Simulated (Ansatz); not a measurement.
# C3H9NSi: the cost of one run

Program: Ansatz 0.2.0, Gaussian basis. Level of theory: the settings change from run to run. These are calculated values, not measurements.

## 1. The geometry

An earlier PBE0-D4 in a triple-zeta def2 set relaxation fixed the geometry.

SMILES `C[Si]N(C)C`, 14 atoms, charge 0, spin multiplicity 1.

Atoms are counted from 1 here; the program's logs count them from 0.

Bond lengths: C1–Si2 1.908 Å, C1–H6 1.096 Å, C1–H7 1.096 Å, C1–H8 1.093 Å, Si2–N3 1.719 Å, N3–C4 1.444 Å, N3–C5 1.449 Å, C4–H9 1.088 Å, C4–H10 1.097 Å, C4–H11 1.097 Å, C5–H12 1.097 Å, C5–H13 1.097 Å, C5–H14 1.092 Å. Angles: Si2–C1–H6 112.2°, Si2–C1–H7 112.3°, Si2–C1–H8 109.3°, H6–C1–H7 107.8°, H6–C1–H8 107.6°, H7–C1–H8 107.6°, C1–Si2–N3 101.5°, Si2–N3–C4 129.9°, Si2–N3–C5 118.4°, C4–N3–C5 111.8°, N3–C4–H9 111.2°, N3–C4–H10 110.8°, N3–C4–H11 110.8°, H9–C4–H10 108.3°, H9–C4–H11 108.3°, H10–C4–H11 107.2°, N3–C5–H12 111.1°, N3–C5–H13 111.1° and more.

## 2. CAM-B3LYP/6-31G*

Set apart from the defaults: high accuracy, the search for lower states set to light.

The input, in.yaml:

```yaml
crystal:
  periodic: [false, false, false]
  atoms:
    - {symbol: C, position_ang: [-1.926928, 0.083857, 1.290031]}
    - {symbol: Si, position_ang: [-0.859967, 1.344248, 0.334757]}
    - {symbol: N, position_ang: [0.370441, 0.332328, -0.310895]}
    - {symbol: C, position_ang: [0.561794, -1.093109, -0.176987]}
    - {symbol: C, position_ang: [1.404995, 0.939127, -1.123545]}
    - {symbol: H, position_ang: [-2.344849, -0.686650, 0.632231]}
    - {symbol: H, position_ang: [-1.362497, -0.422496, 2.081162]}
    - {symbol: H, position_ang: [-2.763722, 0.604311, 1.762257]}
    - {symbol: H, position_ang: [-0.219631, -1.539167, 0.434369]}
    - {symbol: H, position_ang: [1.531363, -1.314458, 0.286965]}
    - {symbol: H, position_ang: [0.552143, -1.581751, -1.159560]}
    - {symbol: H, position_ang: [2.397159, 0.779287, -0.683394]}
    - {symbol: H, position_ang: [1.415112, 0.511299, -2.133763]}
    - {symbol: H, position_ang: [1.231584, 2.013975, -1.204729]}
basis:
  gaussian: {orbitals: "6-31G*"}
hamiltonian: {xc: {name: CAM-B3LYP}}
accuracy: high
scf: {lower_state_search: light}
output: {forces: true}
```

On the command line:

```console
ansatz run in.yaml --threads 4 --pin off --events-out ev --progress --plain --max-ram 10444MiB
```

**Question.** How long does this run take on 4 threads of Arm Neoverse V2, shared host, and how much memory does it need?

About 4.4 s, with a peak of 0.64 GiB.
